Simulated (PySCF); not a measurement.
# GeH9NSi2: core binding energies at several levels of theory, part 1 of 3

Aim: compute the core binding energies of GeH9NSi2 (`N[SiH2][SiH2][GeH3]`) at several levels, and see how far they spread and what each costs.

Computed with PySCF 2.14.0, with density-fitted response routines of our own, on a single molecule in the gas phase. Atoms are numbered from 0 throughout.

## Step 1: The molecule as given

13 atoms, charge 0, multiplicity 1; geometry from: PBE0-D3(BJ)/def2-SVP.

Bonds of the start (Å): N0–Si1 1.74, Si1–Si2 2.35, Si2–Ge3 2.38, N0–H4 1.01, N0–H5 1.01, Si1–H6 1.50, Si1–H7 1.50, Si2–H8 1.50, Si2–H9 1.50, Ge3–H10 1.54, Ge3–H11 1.54, Ge3–H12 1.54.

## Step 2: X-ray photoelectron lines: SCAN, X2C

Job settings and geometry (Å):

```
{"job": {"kind": "xps"}, "charge": 0, "multiplicity": 1}
N     -1.721460     0.994422    -0.401844
Si    -1.530815    -0.723207    -0.198008
Si     0.754795    -1.180722    -0.488471
Ge     1.934280     0.791919     0.142557
H     -1.401832     1.429549    -1.260791
H     -2.578307     1.434549    -0.082541
H     -2.360608    -1.595923    -1.099816
H     -1.936574    -1.044523     1.205357
H      1.078999    -1.525041    -1.910598
H      1.180651    -2.332647     0.368444
H      1.602270     1.168749     1.597812
H      3.461312     0.604873     0.024115
H      1.528803     1.967165    -0.768073
```

Method: delta-SCF UKS SCAN, pcX-2 on the ionised atom, pcseg-1 elsewhere, spin-free X2C.

The run is started by

```bash
$ OMP_NUM_THREADS=1 python probes_run.py task.json out
```

This one command runs all jobs of the session in turn.

Log:

```text
ground state, core basis on atom 0 (N), 153 functions
  cycle   1  E = -2734.17229951  |g| = 4.84e-01
  cycle   2  E = -2734.06890608  |g| = 8.30e-01
  cycle   3  E = -2734.22141557  |g| = 6.97e-02
  cycle   4  E = -2734.22266127  |g| = 1.97e-02
  cycle   5  E = -2734.22278590  |g| = 6.56e-03
  cycle   6  E = -2734.22279908  |g| = 1.85e-03
  cycle   7  E = -2734.22279866  |g| = 2.40e-04
  E(ground) = -2734.41831504 Eh
hole in N 1s of atom 0
  cycle   1  E = -2718.64821469  |g| = 1.86e+00
  cycle   2  E = -2717.80377232  |g| = 2.11e+00
  cycle   3  E = -2719.27974433  |g| = 4.02e-01
  cycle   4  E = -2719.33932906  |g| = 1.31e-01
  cycle   5  E = -2719.35107569  |g| = 4.33e-02
  cycle   6  E = -2719.35245592  |g| = 5.83e-03
  cycle   7  E = -2719.35248115  |g| = 2.45e-03
  cycle   8  E = -2719.35249303  |g| = 1.08e-03
  cycle   9  E = -2719.35249264  |g| = 5.34e-04
  cycle  10  E = -2719.35249367  |g| = 7.68e-05
  E(ion) = -2719.54688618 Eh   <S^2> = 0.7648   hole on atom = 1.000   binding energy = 404.672 eV
ground state, core basis on atom 1 (Si), 164 functions
  cycle   1  E = -2734.30530183  |g| = 2.88e-01
  cycle   2  E = -2734.30535865  |g| = 4.01e-02
  cycle   3  E = -2734.30529247  |g| = 3.41e-02
  cycle   4  E = -2734.30548635  |g| = 1.12e-02
  cycle   5  E = -2734.30551170  |g| = 1.37e-03
  cycle   6  E = -2734.30551131  |g| = 1.33e-04
  E(ground) = -2734.46114137 Eh
hole in Si 1s of atom 1
  cycle   1  E = -2665.37434140  |g| = 4.35e+00
  cycle   2  E = -2665.17814258  |g| = 2.24e+00
  cycle   3  E = -2665.86283348  |g| = 8.80e-01
  cycle   4  E = -2666.38407803  |g| = 3.02e-01
  cycle   5  E = -2666.43434905  |g| = 1.33e-01
  cycle   6  E = -2666.44170722  |g| = 5.20e-02
  cycle   7  E = -2666.44295400  |g| = 1.18e-02
  cycle   8  E = -2666.44305918  |g| = 2.81e-03
  cycle   9  E = -2666.44306364  |g| = 7.50e-04
  cycle  10  E = -2666.44306584  |g| = 2.24e-04
  E(ion) = -2666.60670730 Eh   <S^2> = 0.7523   hole on atom = 1.000   binding energy = 1846.413 eV
hole in Si 2p of atom 1
  cycle   1  E = -2730.03510446  |g| = 1.24e+00
  cycle   2  E = -2729.73090712  |g| = 1.21e+00
  cycle   3  E = -2730.30171426  |g| = 3.03e-01
  cycle   4  E = -2730.36227465  |g| = 1.18e-01
  cycle   5  E = -2730.36734496  |g| = 6.89e-02
  cycle   6  E = -2730.36978712  |g| = 9.21e-03
  cycle   7  E = -2730.36983470  |g| = 3.11e-03
  cycle   8  E = -2730.36984394  |g| = 5.54e-04
  cycle   9  E = -2730.36984541  |g| = 2.26e-04
  E(ion) = -2730.53687872 Eh   <S^2> = 0.7523   hole on atom = 1.003   binding energy = 106.785 eV
  2p3/2 = 106.592 eV   2p1/2 = 107.216 eV
ground state, core basis on atom 2 (Si), 164 functions
  cycle   1  E = -2734.29918712  |g| = 2.86e-01
  cycle   2  E = -2734.29927243  |g| = 3.05e-02
  cycle   3  E = -2734.29925117  |g| = 2.51e-02
  cycle   4  E = -2734.29940410  |g| = 7.73e-03
  cycle   5  E = -2734.29941963  |g| = 1.65e-03
  cycle   6  E = -2734.29942089  |g| = 1.40e-04
  E(ground) = -2734.45512758 Eh
hole in Si 1s of atom 2
  cycle   1  E = -2665.37810034  |g| = 4.35e+00
  cycle   2  E = -2665.29404300  |g| = 2.20e+00
  cycle   3  E = -2665.91935272  |g| = 8.43e-01
  cycle   4  E = -2666.39187644  |g| = 3.21e-01
  cycle   5  E = -2666.45306729  |g| = 1.28e-01
  cycle   6  E = -2666.45959329  |g| = 4.61e-02
  cycle   7  E = -2666.46063070  |g| = 6.59e-03
  cycle   8  E = -2666.46065847  |g| = 3.03e-03
  cycle   9  E = -2666.46066305  |g| = 6.86e-04
  cycle  10  E = -2666.46066310  |g| = 2.16e-04
  E(ion) = -2666.62440236 Eh   <S^2> = 0.7527   hole on atom = 1.000   binding energy = 1845.768 eV
hole in Si 2p of atom 2
  cycle   1  E = -2730.03673443  |g| = 1.24e+00
  cycle   2  E = -2729.79440816  |g| = 1.17e+00
  cycle   3  E = -2730.32948080  |g| = 2.55e-01
  cycle   4  E = -2730.37543475  |g| = 1.01e-01
  cycle   5  E = -2730.38012997  |g| = 5.48e-02
  cycle   6  E = -2730.38165415  |g| = 5.01e-03
  cycle   7  E = -2730.38167039  |g| = 2.08e-03
  cycle   8  E = -2730.38167024  |g| = 5.89e-04
  cycle   9  E = -2730.38167131  |g| = 2.22e-04
  E(ion) = -2730.54887048 Eh   <S^2> = 0.7526   hole on atom = 1.002   binding energy = 106.295 eV
  2p3/2 = 106.096 eV   2p1/2 = 106.719 eV
```

It took 36 s on 1 thread of Intel Xeon Platinum 8259CL at 2.50GHz, shared host; peak memory 0.63 GiB.

Binding energies by hole, beside the orbital energy of the ground state; the difference holds orbital relaxation and, for a density functional, its self-interaction error:

```tsv
hole	stands for	environment	ΔSCF (eV; 2p as the shell's mean)	−ε (eV)	⟨S²⟩
N1s on N0	N0	nitrogen bonded to Si, 2 H	404.67	385.7	0.765
Si1s on Si1	Si1	silicon bonded to N, Si, 2 H	1846.41	1793.5	0.752
Si2p on Si1	Si1	silicon bonded to N, Si, 2 H	106.80	96.3	0.752
Si1s on Si2	Si2	silicon bonded to Ge, Si, 2 H	1845.77	1793.2	0.753
Si2p on Si2	Si2	silicon bonded to Ge, Si, 2 H	106.30	96.1	0.753
```

With the spin-orbit splitting: Si1 2p3/2 106.59, 2p1/2 107.22 eV; Si2 2p3/2 106.10, 2p1/2 106.72 eV. The table gives each 2p level as the mean over the whole 2p shell (two parts 2p3/2, one part 2p1/2), which differs a little from the single hole in the log.

## Step 3: Core holes by ΔSCF: B3LYP, X2C

Settings changed since step 2:

```diff
@@ -1,2 +1,2 @@
-{"job": {"kind": "xps"}, "charge": 0, "multiplicity": 1}
+{"job": {"kind": "xps", "xc": "B3LYP"}, "charge": 0, "multiplicity": 1}
 N     -1.721460     0.994422    -0.401844
```

With the program's defaults for keys left out, this is: delta-SCF UKS B3LYP, pcX-2 on the ionised atom, pcseg-1 elsewhere, spin-free X2C.

Log:

```text
ground state, core basis on atom 0 (N), 153 functions
  cycle   1  E = -2734.34234484  |g| = 4.54e-01
  cycle   2  E = -2734.27812656  |g| = 7.07e-01
  cycle   3  E = -2734.38590597  |g| = 4.55e-02
  cycle   4  E = -2734.38645948  |g| = 1.14e-02
  cycle   5  E = -2734.38650375  |g| = 3.17e-03
  cycle   6  E = -2734.38650736  |g| = 3.64e-04
  E(ground) = -2734.39022494 Eh
hole in N 1s of atom 0
  cycle   1  E = -2718.82191281  |g| = 1.87e+00
  cycle   2  E = -2718.37846930  |g| = 1.96e+00
  cycle   3  E = -2719.49126843  |g| = 2.79e-01
  cycle   4  E = -2719.51698893  |g| = 4.57e-02
  cycle   5  E = -2719.51804097  |g| = 1.20e-02
  cycle   6  E = -2719.51815598  |g| = 2.54e-03
  cycle   7  E = -2719.51816213  |g| = 7.11e-04
  cycle   8  E = -2719.51816157  |g| = 2.41e-04
  E(ion) = -2719.52185562 Eh   <S^2> = 0.7585   hole on atom = 1.000   binding energy = 404.589 eV
ground state, core basis on atom 1 (Si), 164 functions
  cycle   1  E = -2734.44250662  |g| = 1.65e-01
  cycle   2  E = -2734.44260455  |g| = 3.77e-02
  cycle   3  E = -2734.44266078  |g| = 2.23e-02
  cycle   4  E = -2734.44273490  |g| = 6.26e-03
  cycle   5  E = -2734.44274447  |g| = 9.81e-04
  cycle   6  E = -2734.44274496  |g| = 7.01e-05
  E(ground) = -2734.44637711 Eh
hole in Si 1s of atom 1
  cycle   1  E = -2665.54994331  |g| = 4.39e+00
  cycle   2  E = -2665.74246820  |g| = 2.07e+00
  cycle   3  E = -2666.35814437  |g| = 6.78e-01
  cycle   4  E = -2666.59939155  |g| = 2.63e-01
  cycle   5  E = -2666.63313818  |g| = 1.06e-01
  cycle   6  E = -2666.63821717  |g| = 1.60e-02
  cycle   7  E = -2666.63835068  |g| = 3.54e-03
  cycle   8  E = -2666.63835940  |g| = 5.23e-04
  cycle   9  E = -2666.63836033  |g| = 1.80e-04
  E(ion) = -2666.64198118 Eh   <S^2> = 0.7518   hole on atom = 1.000   binding energy = 1845.052 eV
hole in Si 2p of atom 1
  cycle   1  E = -2730.18072403  |g| = 1.23e+00
  cycle   2  E = -2730.09713649  |g| = 1.06e+00
  cycle   3  E = -2730.49037450  |g| = 2.11e-01
  cycle   4  E = -2730.51514793  |g| = 9.41e-02
  cycle   5  E = -2730.51845759  |g| = 4.23e-02
  cycle   6  E = -2730.51937441  |g| = 3.53e-03
  cycle   7  E = -2730.51938268  |g| = 7.63e-04
  cycle   8  E = -2730.51938312  |g| = 2.55e-04
  E(ion) = -2730.52301479 Eh   <S^2> = 0.7522   hole on atom = 1.002   binding energy = 106.760 eV
  2p3/2 = 106.568 eV   2p1/2 = 107.187 eV
ground state, core basis on atom 2 (Si), 164 functions
  cycle   1  E = -2734.43605538  |g| = 1.62e-01
  cycle   2  E = -2734.43612950  |g| = 3.01e-02
  cycle   3  E = -2734.43615599  |g| = 2.00e-02
  cycle   4  E = -2734.43623283  |g| = 5.70e-03
  cycle   5  E = -2734.43624160  |g| = 1.02e-03
  cycle   6  E = -2734.43624219  |g| = 5.85e-05
  E(ground) = -2734.43998460 Eh
hole in Si 1s of atom 2
  cycle   1  E = -2665.55433092  |g| = 4.39e+00
  cycle   2  E = -2665.77937657  |g| = 2.07e+00
  cycle   3  E = -2666.38816705  |g| = 6.47e-01
  cycle   4  E = -2666.61806162  |g| = 2.44e-01
  cycle   5  E = -2666.65560052  |g| = 7.04e-02
  cycle   6  E = -2666.65752097  |g| = 2.20e-02
  cycle   7  E = -2666.65774569  |g| = 2.40e-03
  cycle   8  E = -2666.65774971  |g| = 5.56e-04
  cycle   9  E = -2666.65774951  |g| = 1.60e-04
  E(ion) = -2666.66146317 Eh   <S^2> = 0.7520   hole on atom = 1.000   binding energy = 1844.348 eV
hole in Si 2p of atom 2
  cycle   1  E = -2730.18156788  |g| = 1.23e+00
  cycle   2  E = -2730.10259621  |g| = 1.06e+00
  cycle   3  E = -2730.51072049  |g| = 1.69e-01
  cycle   4  E = -2730.52948767  |g| = 7.39e-02
  cycle   5  E = -2730.53204831  |g| = 3.55e-02
  cycle   6  E = -2730.53264464  |g| = 2.10e-03
  cycle   7  E = -2730.53264744  |g| = 8.26e-04
  cycle   8  E = -2730.53264725  |g| = 2.51e-04
  E(ion) = -2730.53638088 Eh   <S^2> = 0.7531   hole on atom = 1.002   binding energy = 106.222 eV
  2p3/2 = 106.003 eV   2p1/2 = 106.621 eV
```

Wall time 49 s (1 thread of Intel Xeon Platinum 8259CL at 2.50GHz, shared host); peak memory 0.68 GiB.

The holes in one table. −ε is the ground-state orbital energy:

```tsv
hole	stands for	environment	ΔSCF (eV; 2p as the shell's mean)	−ε (eV)	⟨S²⟩
N1s on N0	N0	nitrogen bonded to Si, 2 H	404.59	389.4	0.758
Si1s on Si1	Si1	silicon bonded to N, Si, 2 H	1845.05	1803.0	0.752
Si2p on Si1	Si1	silicon bonded to N, Si, 2 H	106.77	98.9	0.752
Si1s on Si2	Si2	silicon bonded to Ge, Si, 2 H	1844.35	1802.7	0.752
Si2p on Si2	Si2	silicon bonded to Ge, Si, 2 H	106.21	98.7	0.753
```

With the spin-orbit splitting: Si1 2p3/2 106.57, 2p1/2 107.19 eV; Si2 2p3/2 106.00, 2p1/2 106.62 eV. The table gives each 2p level as the mean over the whole 2p shell (two parts 2p3/2, one part 2p1/2), which differs a little from the single hole in the log.

## Step 4: X-ray photoelectron lines: PBE0, X2C

Settings changed since step 3:

```diff
@@ -1,2 +1,2 @@
-{"job": {"kind": "xps", "xc": "B3LYP"}, "charge": 0, "multiplicity": 1}
+{"job": {"kind": "xps", "xc": "PBE0"}, "charge": 0, "multiplicity": 1}
 N     -1.721460     0.994422    -0.401844
```

Level: delta-SCF UKS PBE0, pcX-2 on the ionised atom, pcseg-1 elsewhere, spin-free X2C.

Log:

```text
ground state, core basis on atom 0 (N), 153 functions
  cycle   1  E = -2733.67157852  |g| = 3.95e-01
  cycle   2  E = -2733.63783848  |g| = 5.61e-01
  cycle   3  E = -2733.70530993  |g| = 3.55e-02
  cycle   4  E = -2733.70563064  |g| = 8.55e-03
  cycle   5  E = -2733.70565223  |g| = 2.30e-03
  cycle   6  E = -2733.70565419  |g| = 3.30e-04
  E(ground) = -2733.70867659 Eh
hole in N 1s of atom 0
  cycle   1  E = -2718.15650573  |g| = 1.87e+00
  cycle   2  E = -2717.84962163  |g| = 1.84e+00
  cycle   3  E = -2718.83154404  |g| = 2.60e-01
  cycle   4  E = -2718.85412163  |g| = 3.95e-02
  cycle   5  E = -2718.85489776  |g| = 9.78e-03
  cycle   6  E = -2718.85496820  |g| = 2.43e-03
  cycle   7  E = -2718.85497426  |g| = 7.66e-04
  cycle   8  E = -2718.85497515  |g| = 2.13e-04
  E(ion) = -2718.85799532 Eh   <S^2> = 0.7604   hole on atom = 1.000   binding energy = 404.108 eV
ground state, core basis on atom 1 (Si), 164 functions
  cycle   1  E = -2733.76120555  |g| = 2.09e-01
  cycle   2  E = -2733.76124374  |g| = 3.21e-02
  cycle   3  E = -2733.76120424  |g| = 3.01e-02
  cycle   4  E = -2733.76137666  |g| = 6.46e-03
  cycle   5  E = -2733.76138301  |g| = 5.77e-04
  cycle   6  E = -2733.76138360  |g| = 4.84e-05
  E(ground) = -2733.76430549 Eh
hole in Si 1s of atom 1
  cycle   1  E = -2664.89896894  |g| = 4.38e+00
  cycle   2  E = -2665.24781328  |g| = 1.93e+00
  cycle   3  E = -2665.78434309  |g| = 5.86e-01
  cycle   4  E = -2665.96006825  |g| = 2.20e-01
  cycle   5  E = -2665.98397004  |g| = 8.02e-02
  cycle   6  E = -2665.98691801  |g| = 1.11e-02
  cycle   7  E = -2665.98698313  |g| = 2.39e-03
  cycle   8  E = -2665.98698622  |g| = 4.10e-04
  E(ion) = -2665.98989994 Eh   <S^2> = 0.7519   hole on atom = 1.000   binding energy = 1844.236 eV
hole in Si 2p of atom 1
  cycle   1  E = -2729.51179035  |g| = 1.23e+00
  cycle   2  E = -2729.50064172  |g| = 9.72e-01
  cycle   3  E = -2729.82682176  |g| = 1.88e-01
  cycle   4  E = -2729.84649901  |g| = 7.83e-02
  cycle   5  E = -2729.84884763  |g| = 3.40e-02
  cycle   6  E = -2729.84943934  |g| = 2.71e-03
  cycle   7  E = -2729.84944152  |g| = 7.45e-04
  cycle   8  E = -2729.84944153  |g| = 2.53e-04
  E(ion) = -2729.85236327 Eh   <S^2> = 0.7527   hole on atom = 1.002   binding energy = 106.449 eV
  2p3/2 = 106.258 eV   2p1/2 = 106.875 eV
ground state, core basis on atom 2 (Si), 164 functions
  cycle   1  E = -2733.75514587  |g| = 2.07e-01
  cycle   2  E = -2733.75519428  |g| = 1.98e-02
  cycle   3  E = -2733.75519386  |g| = 1.54e-02
  cycle   4  E = -2733.75523889  |g| = 3.96e-03
  cycle   5  E = -2733.75524166  |g| = 5.60e-04
  cycle   6  E = -2733.75524363  |g| = 3.73e-05
  E(ground) = -2733.75828892 Eh
hole in Si 1s of atom 2
  cycle   1  E = -2664.90260693  |g| = 4.39e+00
  cycle   2  E = -2665.26791446  |g| = 1.92e+00
  cycle   3  E = -2665.81019656  |g| = 5.56e-01
  cycle   4  E = -2665.97901633  |g| = 1.97e-01
  cycle   5  E = -2666.00396341  |g| = 5.22e-02
  cycle   6  E = -2666.00503564  |g| = 1.51e-02
  cycle   7  E = -2666.00514529  |g| = 1.79e-03
  cycle   8  E = -2666.00514859  |g| = 4.51e-04
  E(ion) = -2666.00817748 Eh   <S^2> = 0.7521   hole on atom = 1.000   binding energy = 1843.574 eV
hole in Si 2p of atom 2
  cycle   1  E = -2729.51201244  |g| = 1.22e+00
  cycle   2  E = -2729.50442457  |g| = 9.72e-01
  cycle   3  E = -2729.84491004  |g| = 1.49e-01
  cycle   4  E = -2729.85956938  |g| = 6.12e-02
  cycle   5  E = -2729.86138961  |g| = 2.78e-02
  cycle   6  E = -2729.86175528  |g| = 1.82e-03
  cycle   7  E = -2729.86175688  |g| = 8.22e-04
  cycle   8  E = -2729.86175782  |g| = 2.66e-04
  E(ion) = -2729.86480177 Eh   <S^2> = 0.7538   hole on atom = 1.002   binding energy = 105.947 eV
  2p3/2 = 105.729 eV   2p1/2 = 106.345 eV
```

Run time: 46 s. Hardware: 1 thread of Intel Xeon Platinum 8259CL at 2.50GHz, shared host; peak memory 0.72 GiB.

The holes in one table. −ε is the ground-state orbital energy:

```tsv
hole	stands for	environment	ΔSCF (eV; 2p as the shell's mean)	−ε (eV)	⟨S²⟩
N1s on N0	N0	nitrogen bonded to Si, 2 H	404.11	391.2	0.760
Si1s on Si1	Si1	silicon bonded to N, Si, 2 H	1844.24	1806.8	0.752
Si2p on Si1	Si1	silicon bonded to N, Si, 2 H	106.46	99.7	0.753
Si1s on Si2	Si2	silicon bonded to Ge, Si, 2 H	1843.57	1806.5	0.752
Si2p on Si2	Si2	silicon bonded to Ge, Si, 2 H	105.93	99.5	0.754
```

With the spin-orbit splitting: Si1 2p3/2 106.26, 2p1/2 106.87 eV; Si2 2p3/2 105.73, 2p1/2 106.34 eV. The table gives each 2p level as the mean over the whole 2p shell (two parts 2p3/2, one part 2p1/2), which differs a little from the single hole in the log.

(Continued in part 2 of 3.)
